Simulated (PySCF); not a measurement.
# ZrO: from the state search to spectroscopic constants

The task here is to estimate one member of a computed series from the others.

The runs use PySCF 2.14.0; Zr def2-TZVPP with ECP28, O def2-TZVPP, scalar-relativistic core potentials.

The first run:

Settings of the job:

| Quantity | Value |
| --- | --- |
| atoms | Zr, O |
| charge | 0 |
| basis | Zr def2-TZVPP with ECP28, O def2-TZVPP |
| Hamiltonian | scalar-relativistic core potentials |
| basis functions | 87 |
| electrons treated | 20 |
| masses in u | 89.9047, 15.9949 |
| levels | PBE0, PBE, r²SCAN, MN15, B3LYP, BLYP, M06, ωB97X-V, HF, MP2, SCS-MP2, CCSD, CCSD(T) |
| grid | 80 radial by 434 angular points |
| occupations | held fixed by the projection of orbital angular momentum |
| dissociation limit | Zr + O, each in its ground configuration |
| starting distance in angstrom | 2.005 |
| values of 2S to try | 0, 2, 4, 6 |

Run with:

```bash
$ OMP_NUM_THREADS=1 python dia.py task.json out
```

Among the steps run: The job; First curve: PBE0; Higher solutions at PBE0; PBE; r²SCAN; MN15; B3LYP; BLYP (GGA); M06; ωB97X-V; UHF (mean field); MP2 and coupled cluster.

One table of the session follows, with a row left open; its other results are not shown here.

```
      level  Re (Å)  ωe (cm⁻¹)  De (eV)
        UHF   1.712       1008     4.30
    UHF-MP2   1.735        968     8.36
   UHF-CCSD   1.726        978     7.10
UHF-CCSD(T)   1.740        940     7.52
        PBE   1.737        939     8.66
       BLYP   1.752        918     8.23
     r²SCAN   1.731        961     8.35
      B3LYP       ?          ?        ?
       PBE0   1.718        983     7.88
        M06   1.711        979     7.33
       MN15   1.720        989     7.73
    ωB97X-V   1.718        993     7.75
```

Estimate the missing values for B3LYP.

**Answer.** Re (Å): 1.733; ωe (cm⁻¹): 958; De (eV): 7.73. In the column «Re (Å)» it lies between r²SCAN (1.731) and UHF-MP2 (1.735).

De is counted to Zr + O in their ground configurations.

To keep in mind: The state is the lowest single determinant that the PBE0 search found; with open d or f shells the true ground state can be another one.
